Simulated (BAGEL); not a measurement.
# [CH4BCl2]− (SMILES C[BH-](Cl)Cl) at HF/3-21G (density fitting with qzvpp-jkfit)

What is the vertical ionisation energy of [CH4BCl2]− at HF/3-21G (density fitting with qzvpp-jkfit)? 

The calculation is run with BAGEL 1.2.2.

1 further run of the same task is left out (it didn't finish). Runs told in other sessions of the task aren't counted.

## (1) The system as given

The species is [CH4BCl2]− (8 atoms), meant as a singlet with charge -1. As SMILES, `C[BH-](Cl)Cl`. Geometry: relaxed at GFN2-xTB.

Bond lengths: C1–B2 1.622 Å, B2–Cl3 1.877 Å, B2–Cl4 1.873 Å, C1–H5 1.091 Å, C1–H6 1.091 Å, C1–H7 1.090 Å, B2–H8 1.196 Å. Some angles: C1–B2–Cl3 109.2°, C1–B2–Cl4 109.2°, Cl3–B2–Cl4 108.1°, C1–B2–H8 115.4°, Cl3–B2–H8 107.3°, Cl4–B2–H8 107.4°, B2–C1–H5 111.1°, B2–C1–H6 111.0°, B2–C1–H7 112.2°, H5–C1–H6 107.5°.

## (2) A single-point energy at HF/3-21G (density fitting with qzvpp-jkfit)

Input file input.json:

```json
{ "bagel" : [

{
  "title" : "molecule",
  "basis" : "3-21g",
  "df_basis" : "qzvpp-jkfit",
  "angstrom" : "true",
  "geometry" : [
    { "atom" : "C", "xyz" : [       0.065740,       0.882300,       0.005200 ] },
    { "atom" : "B", "xyz" : [      -0.213660,      -0.714990,       0.041560 ] },
    { "atom" : "Cl", "xyz" : [       0.968150,      -1.520830,       1.256410 ] },
    { "atom" : "Cl", "xyz" : [       0.113540,      -1.437760,      -1.655230 ] },
    { "atom" : "H", "xyz" : [      -0.600340,       1.381010,      -0.701090 ] },
    { "atom" : "H", "xyz" : [      -0.100030,       1.330850,       0.986080 ] },
    { "atom" : "H", "xyz" : [       1.088390,       1.114590,      -0.291780 ] },
    { "atom" : "H", "xyz" : [      -1.321790,      -1.035180,       0.358850 ] }
  ]
},

{ "title" : "hf", "charge" : -1 },

{ "title" : "print", "file" : "orbitals.molden", "orbitals" : "true" }

]}
```

Started as:

```sh
$ BAGEL_NUM_THREADS=1 BAGEL input.json > input.out
```

Log:

```text
* using 1 threads per process

  ===============================================================
  ===============================================================

  *** Geometry ***

  { "atom" : "C", "xyz" : [      0.124231,      1.667305,      0.009827 ] },
  { "atom" : "B", "xyz" : [     -0.403759,     -1.351135,      0.078537 ] },
  { "atom" : "Cl", "xyz" : [      1.829538,     -2.873952,      2.374271 ] },
  { "atom" : "Cl", "xyz" : [      0.214560,     -2.716973,     -3.127931 ] },
  { "atom" : "H", "xyz" : [     -1.134478,      2.609731,     -1.324868 ] },
  { "atom" : "H", "xyz" : [     -0.189029,      2.514942,      1.863421 ] },
  { "atom" : "H", "xyz" : [      2.056759,      2.106270,     -0.551384 ] },
  { "atom" : "H", "xyz" : [     -2.497821,     -1.956207,      0.678128 ] },

  Number of auxiliary basis functions:      478

  Since a DF basis is specified, we compute 2- and 3-index integrals:
    o Being stored without compression. Storage requirement is 0.010 GB

  Number of basis functions:       52
  Number of electrons      :       49

    * METHOD: MOLECULE                             0.18

  *** RHF ***

  === Nuclear Repulsion ===
   186.8374739533

      * DIIS with orbital gradients will be used.

  === RHF iteration (3-21g) ===
      0       -979.17110241          0.01561240           0.05
      1       -979.24429534          0.00474261           0.05
      2       -979.25127991          0.00111401           0.05
      3       -979.25173501          0.00013587           0.05
      4       -979.25174434          0.00003722           0.05
      5       -979.25174529          0.00000702           0.05
      6       -979.25174532          0.00000204           0.05
      7       -979.25174532          0.00000063           0.05
      8       -979.25174532          0.00000012           0.05
      9       -979.25174532          0.00000004           0.05
     10       -979.25174532          0.00000001           0.05
     11       -979.25174532          0.00000000           0.05
    * SCF iteration converged.

    * Permanent dipole moment:
           (    0.079582,    -0.649875,    -0.035515) a.u.

    * METHOD: HF                                   0.69

    * METHOD: PRINT                                0.01

  ===============================================================
```

Wall time 1 s (1 thread of Arm Neoverse V2, shared host).

## (3) Doublet neutral CH4BCl2, same level

Input file input.json:

```json
{ "bagel": [

{
  "title": "molecule",
  "basis": "3-21g",
  "df_basis": "qzvpp-jkfit",
  "angstrom": "true",
  "geometry": [
    { "atom": "C", "xyz": [    0.065740,    0.882300,    0.005200 ] },
    { "atom": "B", "xyz": [   -0.213660,   -0.714990,    0.041560 ] },
    { "atom": "Cl", "xyz": [    0.968150,   -1.520830,    1.256410 ] },
    { "atom": "Cl", "xyz": [    0.113540,   -1.437760,   -1.655230 ] },
    { "atom": "H", "xyz": [   -0.600340,    1.381010,   -0.701090 ] },
    { "atom": "H", "xyz": [   -0.100030,    1.330850,    0.986080 ] },
    { "atom": "H", "xyz": [    1.088390,    1.114590,   -0.291780 ] },
    { "atom": "H", "xyz": [   -1.321790,   -1.035180,    0.358850 ] }
  ]
},
{ "title": "uhf", "nopen": 1 },
{ "title": "print", "file": "orbitals.molden", "orbitals": "true" }

]}
```

Started as:

```sh
$ BAGEL_NUM_THREADS=1 BAGEL input.json > input.out
```

Log:

```text
* using 1 threads per process

  ===============================================================
  ===============================================================

  *** Geometry ***

  { "atom" : "C", "xyz" : [      0.124231,      1.667305,      0.009827 ] },
  { "atom" : "B", "xyz" : [     -0.403759,     -1.351135,      0.078537 ] },
  { "atom" : "Cl", "xyz" : [      1.829538,     -2.873952,      2.374271 ] },
  { "atom" : "Cl", "xyz" : [      0.214560,     -2.716973,     -3.127931 ] },
  { "atom" : "H", "xyz" : [     -1.134478,      2.609731,     -1.324868 ] },
  { "atom" : "H", "xyz" : [     -0.189029,      2.514942,      1.863421 ] },
  { "atom" : "H", "xyz" : [      2.056759,      2.106270,     -0.551384 ] },
  { "atom" : "H", "xyz" : [     -2.497821,     -1.956207,      0.678128 ] },

  Number of auxiliary basis functions:      478

  Since a DF basis is specified, we compute 2- and 3-index integrals:
    o Being stored without compression. Storage requirement is 0.010 GB

  Number of basis functions:       52
  Number of electrons      :       49

    * METHOD: MOLECULE                             0.18

  *** Open-shell HF ***

  === Nuclear Repulsion ===
   186.8374739533

      * DIIS with orbital gradients will be used.

  === UHF iteration (3-21g) ===
      0       -978.98985076          0.02770847           0.10
      1       -979.05885387          0.01113827           0.10
      2       -979.06853675          0.00437001           0.10
      3       -979.07084122          0.00107165           0.10
      4       -979.07115299          0.00045283           0.10
      5       -979.07126153          0.00032660           0.10
      6       -979.07139638          0.00019805           0.10
      7       -979.07144721          0.00012396           0.10
      8       -979.07147338          0.00004765           0.10
      9       -979.07147715          0.00002874           0.10
     10       -979.07147858          0.00002504           0.10
     11       -979.07148024          0.00002107           0.10
     12       -979.07148223          0.00001957           0.10
     13       -979.07148586          0.00001387           0.10
     14       -979.07148865          0.00000917           0.10
     15       -979.07148961          0.00000675           0.10
     16       -979.07148976          0.00000672           0.10
     17       -979.07148979          0.00000672           0.10
     18       -979.07148979          0.00000676           0.10
     19       -979.07148974          0.00000678           0.10
     20       -979.07148975          0.00000661           0.09
     21       -979.07148970          0.00000548           0.10
     22       -979.07148958          0.00000401           0.09
     23       -979.07148951          0.00000318           0.10
     24       -979.07148948          0.00000231           0.10
     25       -979.07148951          0.00000174           0.10
     26       -979.07148951          0.00000132           0.10
     27       -979.07148951          0.00000086           0.10
     28       -979.07148951          0.00000050           0.10
     29       -979.07148951          0.00000035           0.10
     30       -979.07148951          0.00000027           0.10
     31       -979.07148951          0.00000022           0.10
     32       -979.07148951          0.00000022           0.10
     33       -979.07148951          0.00000019           0.10
     34       -979.07148951          0.00000018           0.10
     35       -979.07148951          0.00000016           0.10
     36       -979.07148951          0.00000014           0.10
     37       -979.07148951          0.00000012           0.10
     38       -979.07148951          0.00000008           0.10
     39       -979.07148951          0.00000007           0.10
     40       -979.07148951          0.00000004           0.10
     41       -979.07148951          0.00000004           0.10
     42       -979.07148951          0.00000003           0.10
     43       -979.07148951          0.00000002           0.10
     44       -979.07148951          0.00000001           0.10
     45       -979.07148951          0.00000001           0.10
     46       -979.07148951          0.00000001           0.10
    * SCF iteration converged.

    * S^2 (UHF) is 0.7663

    * Permanent dipole moment:
           (    0.518977,    -0.956666,    -0.170309) a.u.

    * METHOD: UHF                                  4.64

    * METHOD: PRINT                                0.01

  ===============================================================
```

It took 5.1 s on 1 thread of Arm Neoverse V2, shared host.

## (4) Summary of results

At HF/3-21G (density fitting with qzvpp-jkfit):

| quantity | value |
| --- | --- |
| singlet [CH4BCl2]−: total energy | -979.25175 Eh |
| singlet [CH4BCl2]−: HOMO energy | -5.56 eV |
| singlet [CH4BCl2]−: LUMO energy | 12.02 eV |
| singlet [CH4BCl2]−: HOMO–LUMO gap (to an unbound level, set by the basis) | 17.58 eV |
| doublet neutral CH4BCl2: total energy | -979.07149 Eh |
| doublet neutral CH4BCl2: dipole moment | 2.80 D |
| doublet neutral CH4BCl2: ⟨S²⟩ | 0.766 |
| vertical detachment energy (to the doublet neutral) | 4.905 eV |

The vertical ionisation energy comes to 4.91 eV (473 kJ/mol). −ε(HOMO) before ionisation, 5.56 eV, is 0.66 eV above this ionisation energy.
